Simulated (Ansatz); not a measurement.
ScHO2, space group R-3m: a convergence test of the plane-wave cutoff, run with the Ansatz DFT code, driven from Python.

`ecut.py`
```python
"""Convergence of ScHO2 with the plane-wave cutoff."""

import warnings

import ansatz

warnings.simplefilter("ignore", ansatz.DeckWarning)

scho2 = (
    ansatz.Lattice.of([1.616589, 0.933338, 4.530924], [-1.616589, 0.933338, 4.530924], [0.0, -1.866676, 4.530924])
    .atom("Sc", [0.0, 0.0, 0.0])
    .atom("H", [0.5, 0.5, 0.5])
    .atom("O", [0.589701, 0.589701, 0.589701])
    .atom("O", [0.410299, 0.410299, 0.410299])
)

setup = scho2.calculation()
setup = setup.occupations(ansatz.OccupationsMethod.FIXED).functional("lda")
setup = setup.kpoints(6, 6, 6)
setup = setup.stress()

rows = []
for value in [250, 325, 400, 475, 550]:
    r = setup.basis(value).run().report
    rows.append((value, r["free_energy_ev"] / len(r["lattice"]["sites"]), r["n_iterations"], sum(r["stress_gpa"][i][i] for i in range(3)) / 3, r["n_pw"]))

print(" cutoff (eV)   F/atom (eV)    iterations       P (GPa)   plane waves")
for row in rows:
    print(f"{str(row[0]):>12s}  {row[1]:12.5f}  {row[2]:12d}  {row[3]:12.3f}  {row[4]:12d}")

# the last row is the reference
for row in rows[:-1]:
    shift = 1000 * (row[1] - rows[-1][1])
    print(f"{row[0]}: {shift:+.2f} meV/atom" + ("  (within 5 meV)" if abs(shift) < 5 else ""))
```

From which cutoff on is the energy per atom within 5 meV of the last row, and how does it get there?

From 475 eV on it stays within 5 meV an atom of the value at 550 eV; the first row (250 eV) is off by 1127.3 meV and the last but one by 0.50 meV. The energy falls steadily, as expected when plane waves are added. The pressure moves from -10.18 to -9.64 GPa (the program's stress holds a Pulay correction, so it settles early).

The run itself:

Output of `python ecut.py`:
```text
 cutoff (eV)   F/atom (eV)    iterations       P (GPa)   plane waves
         250    -804.07244             8       -10.179           359
         325    -805.07235             7        -9.332           547
         400    -805.18978             6        -9.645           717
         475    -805.19921             6        -9.632           977
         550    -805.19972             6        -9.637          1211
250: +1127.28 meV/atom
325: +127.37 meV/atom
400: +9.94 meV/atom
475: +0.50 meV/atom  (within 5 meV)
```

Caveats:
- Spin is left out of this run.
- Pressure is positive in compression.
- The structure comes from a database of computed cells and needn't be a stable or known phase.
- Shifts are counted from the last row, which is itself no proven limit.
- The script silences the warnings on its input, which a real study should read.

(Lines on the test bed's own set-up are left out of the output.)
